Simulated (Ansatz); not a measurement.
# CH₂F₂Si (SMILES C=[Si](F)F): one structure at several levels

The atoms stand at a structure displaced at random from a GFN2-xTB minimum. How far do the functionals agree with CCSD(T) there?

Program: Ansatz 0.2.0, Gaussian basis. Level of theory: single points in def2-TZVPP. These are calculated values, not measurements.

Cores are frozen in the correlated methods. B3LYP uses VWN-RPA correlation.

## (1) Starting geometry

SMILES `C=[Si](F)F`, 6 atoms, charge 0, spin multiplicity 1.

Atoms are counted from 1 here; the program's logs count them from 0.

Bond lengths: C1–Si2 1.753 Å, C1–H5 1.082 Å, C1–H6 1.030 Å, Si2–F3 1.605 Å, Si2–F4 1.578 Å. Angles: Si2–C1–H5 121.2°, Si2–C1–H6 122.4°, H5–C1–H6 116.4°, C1–Si2–F3 131.0°, C1–Si2–F4 130.1°, F3–Si2–F4 98.9°.

Geometry (Å):

```
C    -0.3269    0.9846   -0.0645
Si    0.1995   -0.6850    0.0356
F     1.2399   -1.4030    1.0243
F    -0.1735   -1.9233   -0.8688
H     0.0204    1.7249    0.6444
H    -0.9926    1.3118   -0.7790
```

## (2) CCSD(T)/def2-TZVPP

Contents of run/in.yaml:

```yaml
crystal:
  periodic: [false, false, false]
  atoms:
    - {symbol: C, position_ang: [-0.326900, 0.984600, -0.064500]}
    - {symbol: Si, position_ang: [0.199500, -0.685000, 0.035600]}
    - {symbol: F, position_ang: [1.239900, -1.403000, 1.024300]}
    - {symbol: F, position_ang: [-0.173500, -1.923300, -0.868800]}
    - {symbol: H, position_ang: [0.020400, 1.724900, 0.644400]}
    - {symbol: H, position_ang: [-0.992600, 1.311800, -0.779000]}
basis:
  gaussian: {orbitals: def2-TZVPP}
correlation: {method: ccsd_t}
output: {forces: true}
```

The command line of these runs was not kept.

## (3) PBE0-D4/def2-TZVPP

run/in.yaml: that of step 2 with these lines changed.

```diff
@@ -11,3 +11,3 @@
   gaussian: {orbitals: def2-TZVPP}
-correlation: {method: ccsd_t}
-output: {forces: true}
+hamiltonian: {xc: pbe0, dispersion: d4}
+output: {forces: true, orbitals: {seedname: orbitals}}
```

## (4) wB97M-V/def2-TZVPP

run/in.yaml: that of step 3 with these lines changed.

```diff
@@ -11,3 +11,3 @@
   gaussian: {orbitals: def2-TZVPP}
-hamiltonian: {xc: pbe0, dispersion: d4}
-output: {forces: true, orbitals: {seedname: orbitals}}
+hamiltonian: {xc: {name: wB97M-V}}
+output: {forces: true}
```

## (5) r2SCAN-D4/def2-TZVPP

run/in.yaml: that of step 4 with these lines changed.

```diff
@@ -11,3 +11,3 @@
   gaussian: {orbitals: def2-TZVPP}
-hamiltonian: {xc: {name: wB97M-V}}
+hamiltonian: {xc: r2scan, dispersion: d4}
 output: {forces: true}
```

## (6) PBE-D4/def2-TZVPP

run/in.yaml: that of step 5 with these lines changed.

```diff
@@ -11,3 +11,3 @@
   gaussian: {orbitals: def2-TZVPP}
-hamiltonian: {xc: r2scan, dispersion: d4}
+hamiltonian: {xc: pbe, dispersion: d4}
 output: {forces: true}
```

## (7) BHLYP-D4/def2-TZVPP

run/in.yaml: that of step 6 with these lines changed.

```diff
@@ -11,3 +11,3 @@
   gaussian: {orbitals: def2-TZVPP}
-hamiltonian: {xc: pbe, dispersion: d4}
+hamiltonian: {xc: {name: BHLYP}, dispersion: d4}
 output: {forces: true}
```

## (8) B3LYP-D4/def2-TZVPP

run/in.yaml: that of step 7 with these lines changed.

```diff
@@ -11,3 +11,3 @@
   gaussian: {orbitals: def2-TZVPP}
-hamiltonian: {xc: {name: BHLYP}, dispersion: d4}
+hamiltonian: {xc: {name: B3LYP}, dispersion: d4}
 output: {forces: true}
```

(Steps that only read results are left out.)

**Question.** What will these runs give? Wanted: energy less free atoms, CCSD(T)/def2-TZVPP; RMS force component; RMS force error; HOMO and LUMO, PBE0-D4; T1 diagnostic.

**Answer**, as computed:

| quantity | value |
| --- | --- |
| energy less free atoms, CCSD(T)/def2-TZVPP | -2300.1 kJ/mol |
| RMS force component | 1.028 to 1.123 eV/Å over the methods |
| RMS force error | PBE0-D4 0.119, wB97M-V 0.187, r2SCAN-D4 0.103, PBE-D4 0.303, BHLYP-D4 0.252, B3LYP-D4 0.137 eV/Å |
| HOMO and LUMO, PBE0-D4 | -6.72 and -1.13 eV |
| T1 diagnostic | 0.013 |

What this shows: Against CCSD(T) the functionals' energies less atoms differ by -112.5 to +45.2 kJ/mol, PBE-D4 by -112.5 kJ/mol. CCSD(T) in triple zeta still lacks some correlation energy of the bonds, so part of these gaps is its own basis error and they don't rank the functionals. The forces of r2SCAN-D4 come nearest to CCSD(T), those of PBE-D4 are farthest. Frozen-core CCSD(T) forces in triple zeta carry basis errors of their own, and this is one geometry, so small gaps rank nothing.
